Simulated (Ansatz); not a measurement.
# CH7BFGeN: the cost of one run

The runs use Ansatz 0.2.0, Gaussian basis; functionals in def2-TZVPP, the program's frozen cores in correlated methods.

Levels to be run: PBE-D4, r2SCAN-D4, PBE0-D4, B3LYP-D4, ωB97X-V, ωB97M-V, B2PLYP; CCSD(T)/def2-TZVPP; MP2/def2-QZVPP; extrapolation to the limit.

### 1 The geometry

An earlier PBE0-D4 in a triple-zeta def2 set relaxation fixed the geometry.

12 atoms, charge 0, spin multiplicity 1.

Atoms are counted from 1 here; the program's logs count them from 0.

Bond lengths: B1–Ge2 2.099 Å, B1–N4 1.653 Å, B1–H6 1.204 Å, B1–H7 1.201 Å, Ge2–C3 2.027 Å, Ge2–H8 1.539 Å, Ge2–H9 1.545 Å, C3–N4 1.486 Å, C3–F5 1.372 Å, C3–H10 1.093 Å, N4–H11 1.018 Å, N4–H12 1.017 Å. Angles: Ge2–B1–N4 85.3°, Ge2–B1–H6 111.2°, Ge2–B1–H7 121.2°, N4–B1–H6 107.6°, N4–B1–H7 110.4°, H6–B1–H7 116.0°, B1–Ge2–C3 71.6°, B1–Ge2–H8 128.2°, B1–Ge2–H9 120.8°, C3–Ge2–H8 111.1°, C3–Ge2–H9 107.2°, H8–Ge2–H9 107.9°, Ge2–C3–N4 92.4°, Ge2–C3–F5 126.7°, Ge2–C3–H10 110.5°, N4–C3–F5 110.0°, N4–C3–H10 106.8°, F5–C3–H10 108.1° and more.

### 2 PBE-D4 (GGA)

in.yaml reads:

```yaml
crystal:
  periodic: [false, false, false]
  atoms:
    - {symbol: B, position_ang: [0.105666, 0.667430, 1.170142]}
    - {symbol: Ge, position_ang: [-1.031568, 0.895909, -0.579251]}
    - {symbol: C, position_ang: [0.377464, -0.523306, -0.911328]}
    - {symbol: N, position_ang: [0.529205, -0.801507, 0.540264]}
    - {symbol: F, position_ang: [0.210328, -1.699132, -1.598826]}
    - {symbol: H, position_ang: [1.084132, 1.369063, 1.148386]}
    - {symbol: H, position_ang: [-0.419857, 0.528677, 2.240694]}
    - {symbol: H, position_ang: [-0.947747, 2.017124, -1.629765]}
    - {symbol: H, position_ang: [-2.410953, 0.213810, -0.719873]}
    - {symbol: H, position_ang: [1.311806, -0.063998, -1.244695]}
    - {symbol: H, position_ang: [1.439553, -1.172000, 0.805832]}
    - {symbol: H, position_ang: [-0.170929, -1.487169, 0.812521]}
basis:
  gaussian: {orbitals: def2-TZVPP}
hamiltonian: {xc: pbe, dispersion: d4}
output: {forces: true, orbitals: {seedname: orbitals}}
```

Command:

```sh
$ ansatz run in.yaml --threads 4 --pin off --events-out ev --progress --plain --max-ram 10444MiB
```

What time and memory should one allow on 4 threads of Arm Neoverse V2, shared host?

About 3.1 s, with a peak of 0.38 GiB.
